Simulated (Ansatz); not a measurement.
**AlFH₄O₄Si: a ladder of functionals and wavefunction methods**

The task here is to estimate one member of a computed series from the others.

Computed with Ansatz 0.2.0, Gaussian basis. Level: functionals in def2-TZVPP, the program's frozen cores in correlated methods.

The runs, in order: LDA (SPW92), PBE-D4, revPBE-D4, BLYP-D4, r2SCAN-D4, B97M-V, PBE0-D4, B3LYP-D4, r2SCANh-D4, r2SCAN0-D4, HSE06-D4, BHLYP-D4, CAM-B3LYP-D4, LC-ωPBE, ωB97X-V, ωB97M-V, B2PLYP, PBE-QIDH; CCSD(T)/def2-SVP; CCSD(T)/def2-TZVPP; MP2/def2-QZVPP; extrapolation to the limit; RPA on PBE.

## The relaxed structure

All runs share one geometry, relaxed beforehand with PBE0-D4 in a triple-zeta def2 set.

SMILES `O[Si](O)(O)[O][AlH][F]`, 11 atoms, charge 0, spin multiplicity 1.

Atoms are counted from 1 here; the program's logs count them from 0.

Bond lengths: O1–Si2 1.638 Å, O1–H8 0.958 Å, Si2–O3 1.630 Å, Si2–O4 1.628 Å, Si2–O5 1.617 Å, O3–H9 0.958 Å, O4–H10 0.957 Å, O5–Al6 1.674 Å, Al6–F7 1.646 Å, Al6–H11 1.562 Å. Angles: Si2–O1–H8 116.5°, O1–Si2–O3 112.0°, O1–Si2–O4 113.1°, O1–Si2–O5 104.3°, O3–Si2–O4 103.2°, O3–Si2–O5 113.2°, O4–Si2–O5 111.3°, Si2–O3–H9 116.8°, Si2–O4–H10 116.8°, Si2–O5–Al6 152.3°, O5–Al6–F7 118.4°, O5–Al6–H11 121.9°, F7–Al6–H11 119.6°.

Geometry (Å):

| atom | x (Å) | y (Å) | z (Å) |
| --- | --- | --- | --- |
| O1 | -1.41848 | 0.58682 | -1.10864 |
| Si2 | -0.77306 | 0.06942 | 0.30567 |
| O3 | -0.57158 | 1.29013 | 1.36654 |
| O4 | -1.74020 | -0.96430 | 1.10896 |
| O5 | 0.61635 | -0.63811 | -0.12313 |
| Al6 | 2.21696 | -0.58557 | -0.61143 |
| F7 | 2.97558 | 0.87495 | -0.65353 |
| H8 | -2.30052 | 0.95883 | -1.06462 |
| H9 | -0.15839 | 2.08755 | 1.03374 |
| H10 | -1.78311 | -1.86133 | 0.77756 |
| H11 | 3.00185 | -1.87559 | -1.01043 |

The first run:

The input, in.yaml:

```yaml
crystal:
  periodic: [false, false, false]
  atoms:
    - {symbol: O, position_ang: [-1.418480, 0.586822, -1.108637]}
    - {symbol: Si, position_ang: [-0.773056, 0.069422, 0.305666]}
    - {symbol: O, position_ang: [-0.571583, 1.290131, 1.366537]}
    - {symbol: O, position_ang: [-1.740198, -0.964305, 1.108965]}
    - {symbol: O, position_ang: [0.616346, -0.638111, -0.123127]}
    - {symbol: Al, position_ang: [2.216960, -0.585566, -0.611433]}
    - {symbol: F, position_ang: [2.975577, 0.874953, -0.653527]}
    - {symbol: H, position_ang: [-2.300517, 0.958825, -1.064622]}
    - {symbol: H, position_ang: [-0.158390, 2.087554, 1.033739]}
    - {symbol: H, position_ang: [-1.783106, -1.861333, 0.777565]}
    - {symbol: H, position_ang: [3.001848, -1.875592, -1.010428]}
basis:
  gaussian: {orbitals: def2-TZVPP}
hamiltonian: {xc: lda}
output: {orbitals: {seedname: orbitals}}
```

Command:

```console
$ ansatz run in.yaml --threads 2 --pin off --events-out ev --progress --plain --max-ram 32768MiB --backend cuda --devices 0, --max-vram 18GiB
```

Steps of the session up to this table: LDA; PBE-D4 (GGA); revPBE-D4 (GGA); BLYP-D4 (GGA); r2SCAN-D4 (meta-GGA); B97M-V (meta-GGA); PBE0-D4 (hybrid); B3LYP-D4 (hybrid); r2SCANh-D4 (hybrid); r2SCAN0-D4 (hybrid); HSE06-D4 (hybrid); BHLYP-D4 (hybrid); CAM-B3LYP-D4 (range-separated); LC-ωPBE (range-separated); ωB97X-V (range-separated); ωB97M-V (range-separated); B2PLYP (double hybrid); PBE-QIDH (double hybrid).

One table of the session follows, with a row left open; its other results are not shown here.

It belongs to the step «Frontier levels by functional». 

| functional | HOMO (eV) | gap (eV) |
| --- | --- | --- |
| LDA (SPW92) | -7.41 | 5.78 |
| PBE-D4 | -7.19 | 5.82 |
| revPBE-D4 | ? | ? |
| BLYP-D4 | -7.10 | 5.79 |
| r2SCAN-D4 | -7.60 | 6.63 |
| B97M-V | -7.69 | 6.43 |
| PBE0-D4 | -8.95 | 8.35 |
| B3LYP-D4 | -8.67 | 7.81 |
| r2SCANh-D4 | -8.25 | 7.54 |
| r2SCAN0-D4 | -9.25 | 8.90 |
| HSE06-D4 | -8.54 | 7.57 |
| BHLYP-D4 | -10.66 | 10.74 |
| CAM-B3LYP-D4 | -10.47 | 10.73 |
| LC-ωPBE | -11.84 | 13.27 |
| ωB97X-V | -11.48 | 12.77 |
| ωB97M-V | -11.42 | 12.36 |

**Question.** Estimate the row for revPBE-D4.

**Answer.** HOMO (eV): -7.11; gap (eV): 5.85. In the column «HOMO (eV)» it lies between PBE-D4 (-7.19) and BLYP-D4 (-7.10).
